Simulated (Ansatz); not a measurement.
Runs of Ansatz 0.2.0 on Au. The cell holds a sheet with vacuum, 1 atom: a = 2.662 Å, b = 2.662 Å, c = 23.800 Å, α = 90.00°, β = 90.00°, γ = 90.00°. The cell was built by a generator and needn't be a form met in nature.

```tsv
task	level	cell	cutoff (eV)	basis error allowed	gap on the mesh (eV)	work function (eV)
single point	LDA	as given	277	0.002 eV/atom	none	(a)
single point	PBE	as given	278	0.002 eV/atom	none	5.73
projected density of states	PBE	as given	278	0.002 eV/atom	-	5.73
single point	PBE	as given	299	0.001 eV/atom	none	5.73
single point	PBEsol	as given	278	0.002 eV/atom	none	5.89
```

Alike in all rows: potentials or basis all-electron LAPW, scalar-relativistic; no spin polarisation; k mesh 10 × 10 × 1; smearing fermi-dirac 0.05 eV.

Problem. Fill in the values left out.

Solution. (a) 6.18.

Caveats: spin-orbit coupling is left out, which moves the levels of the heavy elements (some runs).

A k mesh can miss the band edges, and the runs leave out spin-orbit coupling on Au.

A gap of «none» marks a metal or a gap under the smearing width.
